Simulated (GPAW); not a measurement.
TaN:

```
Ta N
1.0
     0.00000    2.17900    2.17900
     2.17900    0.00000    2.17900
     2.17900    2.17900    0.00000
Ta N
1 1
Direct
  0.50000 0.50000 0.50000
  0.00000 0.00000 0.00000
```

Base run:

```yaml
Program: GPAW 26.7.0
Functional: PBEsol
Potentials_or_basis: PAW data sets generated in the run's folder for this functional
Cutoff: 800 eV
Basis: pw
k_mesh: 10 × 10 × 10
Occupations: fermi-dirac, width 0.05 eV
Spin: no spin polarisation
```

Its results: pressure 4.0 GPa.

The run is repeated on the same cell with these changes: hubbard terms from none to Ta d U = 1 eV. What comes out?

Pressure 6.6 GPa.

Caveats: U without spin polarisation on a metal has little footing (some runs).
